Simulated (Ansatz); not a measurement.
# Si: a point defect seen from the nuclei (P on a Si site), part 1 of 2

Aim: the field gradients at and around a point defect: P on a Si site in Si, cell charge +1. The cell is a supercell built from an entry of the Crystallography Open Database (COD) (the entry's cell lengths or inner coordinates differ somewhat from later room-temperature determinations). Planned: a single point, then a relaxation.

The COD entry's cell or inner coordinates are ideal or old and differ from later refinements, so a difference from it is no clean test against experiment.

Program: Ansatz 0.2.0. Level of theory: DFT, PBE, plane-wave PAW, default files, scalar-relativistic. These are calculated values, not measurements.

## (1) The structure to begin with

It takes space group F-43m (No. 216, cubic). Conventional cell: a = 16.281 Å, b = 16.281 Å, c = 16.281 Å, α = 90.00°, β = 90.00°, γ = 90.00°. P (site symmetry -43m) is surrounded by 4 Si at 2.35 Å. Around Si (site symmetry m) lie 4 Si at 2.35 Å. Si (site symmetry 3m) has 4 Si at 2.35 Å as nearest neighbours. Around Si (site symmetry 2mm) lie 4 Si at 2.35 Å. Si (site symmetry 3m) is surrounded by 1 P at 2.35 Å and 3 Si at 2.35 Å. Only part of the 10 independent sites is listed.

Structure file:

```xyz
54
Lattice="0.0000 8.1407 8.1407 8.1407 0.0000 8.1407 8.1407 8.1407 0.0000" Properties=species:S:1:pos:R:3 pbc="T T T"
P     4.0703    4.0703    4.0703
Si    6.7839    6.7839    4.0703
Si    9.4975    9.4975    4.0703
Si    6.7839    4.0703    6.7839
Si    9.4975    6.7839    6.7839
Si   12.2110    9.4975    6.7839
Si    9.4975    4.0703    9.4975
Si   12.2110    6.7839    9.4975
Si   14.9246    9.4975    9.4975
Si    4.0703    6.7839    6.7839
Si    6.7839    9.4975    6.7839
Si    9.4975   12.2110    6.7839
Si    6.7839    6.7839    9.4975
Si    9.4975    9.4975    9.4975
Si   12.2110   12.2110    9.4975
Si    9.4975    6.7839   12.2110
Si   12.2110    9.4975   12.2110
Si   14.9246   12.2110   12.2110
Si    4.0703    9.4975    9.4975
Si    6.7839   12.2110    9.4975
Si    9.4975   14.9246    9.4975
Si    6.7839    9.4975   12.2110
Si    9.4975   12.2110   12.2110
Si   12.2110   14.9246   12.2110
Si    9.4975    9.4975   14.9246
Si   12.2110   12.2110   14.9246
Si   14.9246   14.9246   14.9246
Si    2.7136    2.7136    2.7136
Si    5.4271    5.4271    2.7136
Si    8.1407    8.1407    2.7136
Si    5.4271    2.7136    5.4271
Si    8.1407    5.4271    5.4271
Si   10.8542    8.1407    5.4271
Si    8.1407    2.7136    8.1407
Si   10.8542    5.4271    8.1407
Si   13.5678    8.1407    8.1407
Si    2.7136    5.4271    5.4271
Si    5.4271    8.1407    5.4271
Si    8.1407   10.8542    5.4271
Si    5.4271    5.4271    8.1407
Si    8.1407    8.1407    8.1407
Si   10.8542   10.8542    8.1407
Si    8.1407    5.4271   10.8542
Si   10.8542    8.1407   10.8542
Si   13.5678   10.8542   10.8542
Si    2.7136    8.1407    8.1407
Si    5.4271   10.8542    8.1407
Si    8.1407   13.5678    8.1407
Si    5.4271    8.1407   10.8542
Si    8.1407   10.8542   10.8542
Si   10.8542   13.5678   10.8542
Si    8.1407    8.1407   13.5678
Si   10.8542   10.8542   13.5678
Si   13.5678   13.5678   13.5678
```

Atom 1 of the input is the impurity.

## (2) First run, atoms as given

File input.yaml:

```yaml
crystal:
  lattice:
    - [0.0, 8.14068, 8.14068]
    - [8.14068, 0.0, 8.14068]
    - [8.14068, 8.14068, 0.0]
  atoms:
    - { symbol: P, position: [0.25, 0.25, 0.25] }
    - { symbol: Si, position: [0.25, 0.25, 0.5833333333] }
    - { symbol: Si, position: [0.25, 0.25, 0.9166666667] }
    - { symbol: Si, position: [0.25, 0.5833333333, 0.25] }
    - { symbol: Si, position: [0.25, 0.5833333333, 0.5833333333] }
    - { symbol: Si, position: [0.25, 0.5833333333, 0.9166666667] }
    - { symbol: Si, position: [0.25, 0.9166666667, 0.25] }
    - { symbol: Si, position: [0.25, 0.9166666667, 0.5833333333] }
    - { symbol: Si, position: [0.25, 0.9166666667, 0.9166666667] }
    - { symbol: Si, position: [0.5833333333, 0.25, 0.25] }
    - { symbol: Si, position: [0.5833333333, 0.25, 0.5833333333] }
    - { symbol: Si, position: [0.5833333333, 0.25, 0.9166666667] }
    - { symbol: Si, position: [0.5833333333, 0.5833333333, 0.25] }
    - { symbol: Si, position: [0.5833333333, 0.5833333333, 0.5833333333] }
    - { symbol: Si, position: [0.5833333333, 0.5833333333, 0.9166666667] }
    - { symbol: Si, position: [0.5833333333, 0.9166666667, 0.25] }
    - { symbol: Si, position: [0.5833333333, 0.9166666667, 0.5833333333] }
    - { symbol: Si, position: [0.5833333333, 0.9166666667, 0.9166666667] }
    - { symbol: Si, position: [0.9166666667, 0.25, 0.25] }
    - { symbol: Si, position: [0.9166666667, 0.25, 0.5833333333] }
    - { symbol: Si, position: [0.9166666667, 0.25, 0.9166666667] }
    - { symbol: Si, position: [0.9166666667, 0.5833333333, 0.25] }
    - { symbol: Si, position: [0.9166666667, 0.5833333333, 0.5833333333] }
    - { symbol: Si, position: [0.9166666667, 0.5833333333, 0.9166666667] }
    - { symbol: Si, position: [0.9166666667, 0.9166666667, 0.25] }
    - { symbol: Si, position: [0.9166666667, 0.9166666667, 0.5833333333] }
    - { symbol: Si, position: [0.9166666667, 0.9166666667, 0.9166666667] }
    - { symbol: Si, position: [0.1666666667, 0.1666666667, 0.1666666667] }
    - { symbol: Si, position: [0.1666666667, 0.1666666667, 0.5] }
    - { symbol: Si, position: [0.1666666667, 0.1666666667, 0.8333333333] }
    - { symbol: Si, position: [0.1666666667, 0.5, 0.1666666667] }
    - { symbol: Si, position: [0.1666666667, 0.5, 0.5] }
    - { symbol: Si, position: [0.1666666667, 0.5, 0.8333333333] }
    - { symbol: Si, position: [0.1666666667, 0.8333333333, 0.1666666667] }
    - { symbol: Si, position: [0.1666666667, 0.8333333333, 0.5] }
    - { symbol: Si, position: [0.1666666667, 0.8333333333, 0.8333333333] }
    - { symbol: Si, position: [0.5, 0.1666666667, 0.1666666667] }
    - { symbol: Si, position: [0.5, 0.1666666667, 0.5] }
    - { symbol: Si, position: [0.5, 0.1666666667, 0.8333333333] }
    - { symbol: Si, position: [0.5, 0.5, 0.1666666667] }
    - { symbol: Si, position: [0.5, 0.5, 0.5] }
    - { symbol: Si, position: [0.5, 0.5, 0.8333333333] }
    - { symbol: Si, position: [0.5, 0.8333333333, 0.1666666667] }
    - { symbol: Si, position: [0.5, 0.8333333333, 0.5] }
    - { symbol: Si, position: [0.5, 0.8333333333, 0.8333333333] }
    - { symbol: Si, position: [0.8333333333, 0.1666666667, 0.1666666667] }
    - { symbol: Si, position: [0.8333333333, 0.1666666667, 0.5] }
    - { symbol: Si, position: [0.8333333333, 0.1666666667, 0.8333333333] }
    - { symbol: Si, position: [0.8333333333, 0.5, 0.1666666667] }
    - { symbol: Si, position: [0.8333333333, 0.5, 0.5] }
    - { symbol: Si, position: [0.8333333333, 0.5, 0.8333333333] }
    - { symbol: Si, position: [0.8333333333, 0.8333333333, 0.1666666667] }
    - { symbol: Si, position: [0.8333333333, 0.8333333333, 0.5] }
    - { symbol: Si, position: [0.8333333333, 0.8333333333, 0.8333333333] }
total_charge: 1
kpoints:
  mp_grid: { grid: [2, 2, 2] }
scf:
  occupations: { method: fermi_dirac, width: 0.01 }
hamiltonian:
  xc: pbe
  pseudopotentials: { kind: paw }
output:
  forces: true
  stress: true
  populations: true
  efg: { contact_densities: true }
```

Run with:

```
$ ansatz run input.yaml --threads 1 --pin off --max-ram 3072MiB --backend cpu --events-out ev --progress --plain --runs-dir out
```

The program printed:

```text
Warning: RAYON_NUM_THREADS=1 ignored (pool sized by the plan → 1); use --threads N
Engine: ansatz 0.2.0, aarch64-unknown-linux-gnu
Pseudopotentials: kind: paw
Pseudopotential: P, paw, valence charge 5, recommended cutoff 420 eV (normal), P.paw.azcp
Pseudopotential: Si, paw, valence charge 4, recommended cutoff 420 eV (normal), Si.paw.azcp
Functional definition: PBE
  parameter kappa = 0.804
  parameter beta = 0.06672455060314922
  exchange = pbe_x(kappa = kappa, mu = beta*pi^2/3)
  correlation = pbe_c(beta = beta)
Crystal: 54 atoms, lattice volume = 1078.977 Å³
Basis set: ecut = 420 eV, 21187 PW (Γ), exchange–correlation on 160×160×160 points (8 copies of the dense FFT grid, shifted against one another)
Bands: 162, of which v1, the nominal top of the filled ones, is band 108 counted from 1 (107 counted from 0)
Symmetry: 24 space group operations
Space group: F-43m (ITA 216), of the structure as read, at distance tolerance 1.0e-4 Å
k-points: 3 of 8
Non-local potential: P, projectors of the file, l = 0: 2, l = 1: 2, l = 2: 2
Non-local potential: Si, projectors of the file, l = 0: 2, l = 1: 2, l = 2: 2
PAW form: soft (Blöchl's): semilocal exchange-correlation on the pseudo side does not see the compensation charge
PAW one-centre angular grid: P, 110 points (default); XC on 64 Gauss nodes
PAW one-centre angular grid: Si, 110 points (default); XC on 64 Gauss nodes
Initial density: superposition of atomic densities (neutral atoms scaled as one to the charged cell's electrons: chi_scale 0, normalization atom), corrected by the library's trained network
Initial wavefunctions: pseudopotential atomic-orbital guess
Functional: x = pbe(κ = 0.804, μ = 0.2195149727645171), c = pbe(β = 0.06672455060314922)
SCF iter   1: F=—  HF=-34459.483877 eV  |F-HF|=—  |Δ(HF+E_count)|=         —  Δρ=1.24e-3  dr2=4.82e-2  ethr=1.77e-3  ⟨swp⟩=7.7  Hψ=2560  notcnv=0  defer=39
preconditioner: auto → Resta (q_TF=auto, 2.087 Å⁻¹)  ε∞=5.4  [insulator: Δε(μ)=0.483 eV  Ē_g=7.929 eV  σ=0.010 eV  W_gap=1.00  n_scr=168 (ndim 8)  ℏωp=16.6 eV  f_vac=0.000  D(μ)=0.00/eV (n_scr^D=0)  ε∞_Penn≈5.4]
SCF iter   2: F=—  HF=-34459.478488 eV  |F-HF|=—  |Δ(HF+E_count)|=   5.39e-3  Δρ=7.57e-4  dr2=1.36e-2  ethr=2.23e-5  ⟨swp⟩=3.0  Hψ=834  notcnv=0  defer=145
SCF iter   3: F=—  HF=-34459.476511 eV  |F-HF|=—  |Δ(HF+E_count)|=   1.98e-3  Δρ=1.74e-4  dr2=1.06e-3  ethr=6.29e-6  ⟨swp⟩=2.0  Hψ=643  notcnv=0  defer=145
SCF iter   4: F=—  HF=-34459.476545 eV  |F-HF|=—  |Δ(HF+E_count)|=   3.41e-5  Δρ=7.04e-5  dr2=5.81e-5  ethr=4.93e-7  ⟨swp⟩=2.0  Hψ=624  notcnv=0  defer=145
SCF iter   5: F=—  HF=-34459.476858 eV  |F-HF|=—  |Δ(HF+E_count)|=   3.13e-4  Δρ=1.28e-5  dr2=3.30e-6  ethr=2.69e-8  ⟨swp⟩=2.0  Hψ=665  notcnv=0  defer=145
SCF iter   6: F=—  HF=-34459.476862 eV  |F-HF|=—  |Δ(HF+E_count)|=   3.16e-6  Δρ=4.07e-6  dr2=3.42e-7  ethr=1.53e-9  ⟨swp⟩=2.0  Hψ=665  notcnv=0  defer=145
SCF iter   7: F=-34459.476862 eV  HF=-34459.476862 eV  |F-HF|=1.23e-8  |Δ(HF+E_count)|=   1.54e-7  Δρ=1.16e-6  dr2=4.19e-8  ethr=4.63e-11  ⟨swp⟩=24.7  Hψ=3597  notcnv=0
SCF 1 converged in 7 iterations: F = -34459.476862 eV  dr2 = 4.19e-8
SCF converged after 7 iterations
Free energy (F): -34459.476862 eV
Harris-Foulkes:  -34459.476862 eV  (|F-HF|=1.23e-8)
Internal energy: -34459.476862 eV  (E = F + TS)
E sigma→0 (E₀):  -34459.476862 eV
Fermi energy:    6.481591 eV
--- Per-component energies (eV) ---
[... 15 lines left out ...]
--- Forces (eV/Å), atoms counted from 1 ---
  atom   1  P     -0.00000000     0.00000000     0.00000000
  atom   2  Si    -0.02274786    -0.02274786     0.28502693
  atom   3  Si     0.02274786     0.02274786     0.28502693
  atom   4  Si    -0.02274786     0.28502693    -0.02274786
  atom   5  Si    -0.04299890     0.04299890     0.04299890
  atom   6  Si    -0.28502693     0.02274786    -0.02274786
[... 48 lines left out ...]
  max |Σ_I F_I| component: 8.55e-17 eV/Å
--- Stress (GPa, compression-positive) ---
        2.367588      -0.000000      -0.000000
       -0.000000       2.367588       0.000000
       -0.000000       0.000000       2.367588
  P = ⅓ Tr σ = 2.3676 GPa (23.676 kbar)
--- PAW observables at the nuclei: V_zz in 10²¹ V/m², potentials from the cell's mean, atoms counted from 1 ---
  atom   1  P  V_zz =    +0.000000   η = 0.0000   by run symmetry: forbidden
            electrostatic potential = -1491.792646 V   contact ρ = 16019.366958 e/Å³
  atom   2  Si V_zz =    +0.732877   η = 0.2949   by run symmetry: allowed
            electrostatic potential = -1358.487304 V   contact ρ = 12810.455244 e/Å³
  atom   3  Si V_zz =    +0.732877   η = 0.2949   by run symmetry: allowed
            electrostatic potential = -1358.487304 V   contact ρ = 12810.455244 e/Å³
  atom   4  Si V_zz =    +0.732877   η = 0.2949   by run symmetry: allowed
            electrostatic potential = -1358.487304 V   contact ρ = 12810.455244 e/Å³
  atom   5  Si V_zz =    -0.155584   η = 0.0000   by run symmetry: allowed
            electrostatic potential = -1358.611678 V   contact ρ = 12810.434892 e/Å³
  atom   6  Si V_zz =    +0.732877   η = 0.2949   by run symmetry: allowed
            electrostatic potential = -1358.487304 V   contact ρ = 12810.455244 e/Å³
  atom   7  Si V_zz =    +0.732877   η = 0.2949   by run symmetry: allowed
            electrostatic potential = -1358.487304 V   contact ρ = 12810.455244 e/Å³
  atom   8  Si V_zz =    +0.732877   η = 0.2949   by run symmetry: allowed
            electrostatic potential = -1358.487304 V   contact ρ = 12810.455244 e/Å³
  atom   9  Si V_zz =    -0.166787   η = 0.0000   by run symmetry: allowed
            electrostatic potential = -1358.611782 V   contact ρ = 12810.437568 e/Å³
  atom  10  Si V_zz =    +0.732877   η = 0.2949   by run symmetry: allowed
            electrostatic potential = -1358.487304 V   contact ρ = 12810.455244 e/Å³
  atom  11  Si V_zz =    -0.155584   η = 0.0000   by run symmetry: allowed
            electrostatic potential = -1358.611678 V   contact ρ = 12810.434892 e/Å³
  atom  12  Si V_zz =    +0.732877   η = 0.2949   by run symmetry: allowed
            electrostatic potential = -1358.487304 V   contact ρ = 12810.455244 e/Å³
  atom  13  Si V_zz =    -0.155584   η = 0.0000   by run symmetry: allowed
            electrostatic potential = -1358.611678 V   contact ρ = 12810.434892 e/Å³
  atom  14  Si V_zz =    -0.155584   η = 0.0000   by run symmetry: allowed
            electrostatic potential = -1358.611678 V   contact ρ = 12810.434892 e/Å³
  atom  15  Si V_zz =    -0.077734   η = 0.7197   by run symmetry: allowed
            electrostatic potential = -1358.656684 V   contact ρ = 12810.434722 e/Å³
  atom  16  Si V_zz =    +0.732877   η = 0.2949   by run symmetry: allowed
            electrostatic potential = -1358.487304 V   contact ρ = 12810.455244 e/Å³
  atom  17  Si V_zz =    -0.077734   η = 0.7197   by run symmetry: allowed
            electrostatic potential = -1358.656684 V   contact ρ = 12810.434722 e/Å³
  atom  18  Si V_zz =    -0.077734   η = 0.7197   by run symmetry: allowed
            electrostatic potential = -1358.656684 V   contact ρ = 12810.434722 e/Å³
  atom  19  Si V_zz =    +0.732877   η = 0.2949   by run symmetry: allowed
            electrostatic potential = -1358.487304 V   contact ρ = 12810.455244 e/Å³
  atom  20  Si V_zz =    +0.732877   η = 0.2949   by run symmetry: allowed
            electrostatic potential = -1358.487304 V   contact ρ = 12810.455244 e/Å³
  atom  21  Si V_zz =    -0.166787   η = 0.0000   by run symmetry: allowed
            electrostatic potential = -1358.611782 V   contact ρ = 12810.437568 e/Å³
  atom  22  Si V_zz =    +0.732877   η = 0.2949   by run symmetry: allowed
            electrostatic potential = -1358.487304 V   contact ρ = 12810.455244 e/Å³
  atom  23  Si V_zz =    -0.077734   η = 0.7197   by run symmetry: allowed
            electrostatic potential = -1358.656684 V   contact ρ = 12810.434722 e/Å³
  atom  24  Si V_zz =    -0.077734   η = 0.7197   by run symmetry: allowed
            electrostatic potential = -1358.656684 V   contact ρ = 12810.434722 e/Å³
  atom  25  Si V_zz =    -0.166787   η = 0.0000   by run symmetry: allowed
            electrostatic potential = -1358.611782 V   contact ρ = 12810.437568 e/Å³
  atom  26  Si V_zz =    -0.077734   η = 0.7197   by run symmetry: allowed
            electrostatic potential = -1358.656684 V   contact ρ = 12810.434722 e/Å³
  atom  27  Si V_zz =    -0.166787   η = 0.0000   by run symmetry: allowed
            electrostatic potential = -1358.611782 V   contact ρ = 12810.437568 e/Å³
  atom  28  Si V_zz =    +5.009911   η = 0.0000   by run symmetry: allowed
            electrostatic potential = -1357.882020 V   contact ρ = 12811.155639 e/Å³
  atom  29  Si V_zz =    +5.009911   η = 0.0000   by run symmetry: allowed
            electrostatic potential = -1357.882020 V   contact ρ = 12811.155639 e/Å³
  atom  30  Si V_zz =    +0.497925   η = 0.8082   by run symmetry: allowed
            electrostatic potential = -1358.488920 V   contact ρ = 12810.464090 e/Å³
  atom  31  Si V_zz =    +5.009911   η = 0.0000   by run symmetry: allowed
            electrostatic potential = -1357.882020 V   contact ρ = 12811.155639 e/Å³
  atom  32  Si V_zz =    -0.214202   η = 0.7426   by run symmetry: allowed
            electrostatic potential = -1358.599590 V   contact ρ = 12810.438016 e/Å³
  atom  33  Si V_zz =    -0.214202   η = 0.7426   by run symmetry: allowed
            electrostatic potential = -1358.599590 V   contact ρ = 12810.438016 e/Å³
  atom  34  Si V_zz =    +0.497925   η = 0.8082   by run symmetry: allowed
            electrostatic potential = -1358.488920 V   contact ρ = 12810.464090 e/Å³
  atom  35  Si V_zz =    -0.214202   η = 0.7426   by run symmetry: allowed
            electrostatic potential = -1358.599590 V   contact ρ = 12810.438016 e/Å³
  atom  36  Si V_zz =    +0.497925   η = 0.8082   by run symmetry: allowed
            electrostatic potential = -1358.488920 V   contact ρ = 12810.464090 e/Å³
  atom  37  Si V_zz =    +5.009911   η = 0.0000   by run symmetry: allowed
            electrostatic potential = -1357.882020 V   contact ρ = 12811.155639 e/Å³
  atom  38  Si V_zz =    -0.214202   η = 0.7426   by run symmetry: allowed
            electrostatic potential = -1358.599590 V   contact ρ = 12810.438016 e/Å³
  atom  39  Si V_zz =    -0.214202   η = 0.7426   by run symmetry: allowed
            electrostatic potential = -1358.599590 V   contact ρ = 12810.438016 e/Å³
  atom  40  Si V_zz =    -0.214202   η = 0.7426   by run symmetry: allowed
            electrostatic potential = -1358.599590 V   contact ρ = 12810.438016 e/Å³
  atom  41  Si V_zz =    -0.000000   η = 0.0000   by run symmetry: forbidden
            electrostatic potential = -1358.664214 V   contact ρ = 12810.430739 e/Å³
  atom  42  Si V_zz =    -0.214202   η = 0.7426   by run symmetry: allowed
            electrostatic potential = -1358.599590 V   contact ρ = 12810.438016 e/Å³
  atom  43  Si V_zz =    -0.214202   η = 0.7426   by run symmetry: allowed
            electrostatic potential = -1358.599590 V   contact ρ = 12810.438016 e/Å³
  atom  44  Si V_zz =    -0.214202   η = 0.7426   by run symmetry: allowed
            electrostatic potential = -1358.599590 V   contact ρ = 12810.438016 e/Å³
  atom  45  Si V_zz =    +0.064219   η = 0.0000   by run symmetry: allowed
            electrostatic potential = -1358.655593 V   contact ρ = 12810.439699 e/Å³
  atom  46  Si V_zz =    +0.497925   η = 0.8082   by run symmetry: allowed
            electrostatic potential = -1358.488920 V   contact ρ = 12810.464090 e/Å³
  atom  47  Si V_zz =    -0.214202   η = 0.7426   by run symmetry: allowed
            electrostatic potential = -1358.599590 V   contact ρ = 12810.438016 e/Å³
  atom  48  Si V_zz =    +0.497925   η = 0.8082   by run symmetry: allowed
            electrostatic potential = -1358.488920 V   contact ρ = 12810.464090 e/Å³
  atom  49  Si V_zz =    -0.214202   η = 0.7426   by run symmetry: allowed
            electrostatic potential = -1358.599590 V   contact ρ = 12810.438016 e/Å³
  atom  50  Si V_zz =    -0.214202   η = 0.7426   by run symmetry: allowed
            electrostatic potential = -1358.599590 V   contact ρ = 12810.438016 e/Å³
  atom  51  Si V_zz =    +0.064219   η = 0.0000   by run symmetry: allowed
            electrostatic potential = -1358.655593 V   contact ρ = 12810.439699 e/Å³
  atom  52  Si V_zz =    +0.497925   η = 0.8082   by run symmetry: allowed
            electrostatic potential = -1358.488920 V   contact ρ = 12810.464090 e/Å³
  atom  53  Si V_zz =    +0.064219   η = 0.0000   by run symmetry: allowed
            electrostatic potential = -1358.655593 V   contact ρ = 12810.439699 e/Å³
  atom  54  Si V_zz =    +0.064219   η = 0.0000   by run symmetry: allowed
            electrostatic potential = -1358.655593 V   contact ρ = 12810.439699 e/Å³
--- Band table (eV) ---
[... 3 lines left out ...]
--- Löwdin populations: 54 sites ---
  site symbol       q [e]
[... 54 lines left out ...]
  spilling = 0.009344 (of n_electrons = 216.000000)
```

Wall time 62 s (1 thread of Arm Neoverse V2, shared host); peak memory 1.6 GiB.

At the end: gap on the mesh 0.44 eV, largest force 0.287 eV/Å, pressure 2.4 GPa.

The printed gradients, by site:

```tsv
site	atoms	distance from the defect (Å)	V_zz (10²¹ V/m²)	η	C_Q (MHz)
P	1	0.00	0.00	–	–
Si28	28, 29, 31, 37	2.35	5.01	0.00	–
Si2	2, 3, 4, 6, …	3.84	0.73	0.29	–
Si32	32, 33, 35, 38, …	4.50	-0.21	0.74	–
Si15	15, 17, 18, 23, …	5.43	-0.078	0.72	–
Si30	30, 34, 36, 46, …	5.91	0.50	0.81	–
Si5	5, 11, 13, 14	6.65	-0.16	0.00	–
Si9	9, 21, 25, 27	6.65	-0.17	0.00	–
Si45	45, 51, 53, 54	7.05	0.064	0.00	–
Si41	41	7.05	0.00	–	–
```

C_Q = eQV_zz/h, which is 24.18 MHz for Q = 1 b and V_zz = 10²¹ V/m²; η = (V_xx − V_yy)/V_zz. Q values from Pyykkö, Mol. Phys. 116, 1328 (2018). A dash under C_Q marks elements without a common quadrupolar isotope.

Direction of the V_zz axis (Cartesian unit vector):

```tsv
site	atom	x	y	z
Si2	2	0.65	0.65	0.40
Si5	5	-0.58	0.58	0.58
Si9	9	0.58	-0.58	-0.58
Si15	15	-0.71	0.71	0.00
Si28	28	0.58	0.58	0.58
Si30	30	0.71	0.71	0.00
Si32	32	-0.22	0.69	0.69
Si45	45	-0.58	0.58	0.58
```

(Continued in part 2 of 2.)
